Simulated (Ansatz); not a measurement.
# C5H12ClGaO: taking an electron away

The task here is to estimate one member of a computed series from the others.

Method: unrestricted cation, the program's frozen cores in correlated methods; program: Ansatz 0.2.0, Gaussian basis.

Levels to be run: UKS PBE-D4/def2-TZVPP; UKS r2SCAN-D4/def2-TZVPP; UKS PBE0-D4/def2-TZVPP; UKS B3LYP-D4/def2-TZVPP; UKS wB97X-V/def2-TZVPP; UKS wB97M-V/def2-TZVPP; UKS B2PLYP (frozen core with filled d shells)/def2-TZVPP; UHF-MP2 with filled d shells/def2-TZVPP; UHF-MP2 with filled d shells/def2-QZVPP; then −ε(HOMO) from the neutral's earlier runs with LDA (SPW92), PBE-D4, revPBE-D4, BLYP-D4, r2SCAN-D4, B97M-V, PBE0-D4, B3LYP-D4, r2SCANh-D4, r2SCAN0-D4, HSE06-D4, BHLYP-D4, CAM-B3LYP-D4, LC-ωPBE, ωB97X-V, ωB97M-V.

1 further run of the same task is left out (it didn't finish).

**The relaxed structure**

All runs share one geometry, relaxed beforehand with PBE0-D4 in a triple-zeta def2 set.

SMILES `CC(C)=[O+][Ga-]([CH3])([CH3])[Cl]`, 20 atoms, charge 0, spin multiplicity 1.

Atoms are counted from 1 here; the program's logs count them from 0.

Bond lengths: C1–C2 1.493 Å, C1–H9 1.090 Å, C1–H10 1.089 Å, C1–H11 1.095 Å, C2–C3 1.491 Å, C2–O4 1.220 Å, C3–H12 1.093 Å, C3–H13 1.088 Å, C3–H14 1.095 Å, O4–Ga5 2.141 Å, Ga5–C6 1.973 Å, Ga5–C7 1.974 Å, Ga5–Cl8 2.196 Å, C6–H15 1.093 Å, C6–H16 1.092 Å, C6–H17 1.092 Å, C7–H18 1.092 Å, C7–H19 1.093 Å and more. Angles: C2–C1–H9 111.6°, C2–C1–H10 111.1°, C2–C1–H11 107.7°, H9–C1–H10 110.7°, H9–C1–H11 107.6°, H10–C1–H11 108.0°, C1–C2–C3 118.0°, C1–C2–O4 122.3°, C3–C2–O4 119.7°, C2–C3–H12 110.3°, C2–C3–H13 110.7°, C2–C3–H14 108.7°, H12–C3–H13 110.8°, H12–C3–H14 106.6°, H13–C3–H14 109.6°, C2–O4–Ga5 130.9°, O4–Ga5–C6 99.9°, O4–Ga5–C7 100.1° and more.

Set-up of the first run:

Input file in.yaml:

```yaml
crystal:
  periodic: [false, false, false]
  atoms:
    - {symbol: C, position_ang: [1.506384, 0.833949, -0.141899]}
    - {symbol: C, position_ang: [1.180623, -0.317234, 0.751551]}
    - {symbol: C, position_ang: [2.252796, -0.829089, 1.652154]}
    - {symbol: O, position_ang: [0.074769, -0.832128, 0.775003]}
    - {symbol: Ga, position_ang: [-1.710772, -0.370457, -0.313433]}
    - {symbol: C, position_ang: [-2.026296, 1.471672, 0.320174]}
    - {symbol: C, position_ang: [-1.170898, -0.945889, -2.122760]}
    - {symbol: Cl, position_ang: [-2.983048, -1.846924, 0.699333]}
    - {symbol: H, position_ang: [2.563237, 0.847156, -0.409112]}
    - {symbol: H, position_ang: [0.883779, 0.825027, -1.035009]}
    - {symbol: H, position_ang: [1.292199, 1.754841, 0.411417]}
    - {symbol: H, position_ang: [2.739984, -0.000025, 2.171898]}
    - {symbol: H, position_ang: [1.848032, -1.545885, 2.363036]}
    - {symbol: H, position_ang: [3.022695, -1.311833, 1.041401]}
    - {symbol: H, position_ang: [-1.394003, 2.207088, -0.183424]}
    - {symbol: H, position_ang: [-3.067478, 1.745470, 0.134452]}
    - {symbol: H, position_ang: [-1.858849, 1.539682, 1.397360]}
    - {symbol: H, position_ang: [-0.612777, -1.883245, -2.073722]}
    - {symbol: H, position_ang: [-0.566109, -0.203862, -2.650331]}
    - {symbol: H, position_ang: [-2.066069, -1.128915, -2.721790]}
basis:
  gaussian: {orbitals: def2-TZVPP}
total_charge: 1
magnetization: {spin_polarized: true, initial_magnetization: 1}
hamiltonian: {xc: pbe, dispersion: d4}
```

Among the steps run: Cation, UKS PBE-D4/def2-TZVPP; Cation, UKS r2SCAN-D4/def2-TZVPP; Cation, UKS PBE0-D4/def2-TZVPP; Cation, UKS B3LYP-D4/def2-TZVPP; Cation, UKS wB97X-V/def2-TZVPP; Cation, UKS wB97M-V/def2-TZVPP; Cation, UKS B2PLYP (frozen core with filled d shells)/def2-TZVPP; Cation, UHF-MP2 with filled d shells/def2-TZVPP; Cation, UHF-MP2 with filled d shells/def2-QZVPP.

One table of the session follows, with a row left open; its other results are not shown here.

It belongs to the step «Ionisation energies side by side». Orbital estimates, from the neutral's runs:

```
  functional  −ε(HOMO) (eV)
 LDA (SPW92)           5.86
      PBE-D4           5.71
   revPBE-D4           5.66
     BLYP-D4           5.56
   r2SCAN-D4           5.99
      B97M-V           6.08
     PBE0-D4           6.97
    B3LYP-D4           6.73
  r2SCANh-D4           6.46
  r2SCAN0-D4           7.16
    HSE06-D4           6.58
    BHLYP-D4           8.11
CAM-B3LYP-D4           8.30
     LC-ωPBE           9.68
     ωB97X-V           9.32
     ωB97M-V              ?
```

**Question.** Estimate the row for ωB97M-V.

As computed: −ε(HOMO) (eV): 9.18. In the column «−ε(HOMO) (eV)» it lies between CAM-B3LYP-D4 (8.30) and ωB97X-V (9.32).
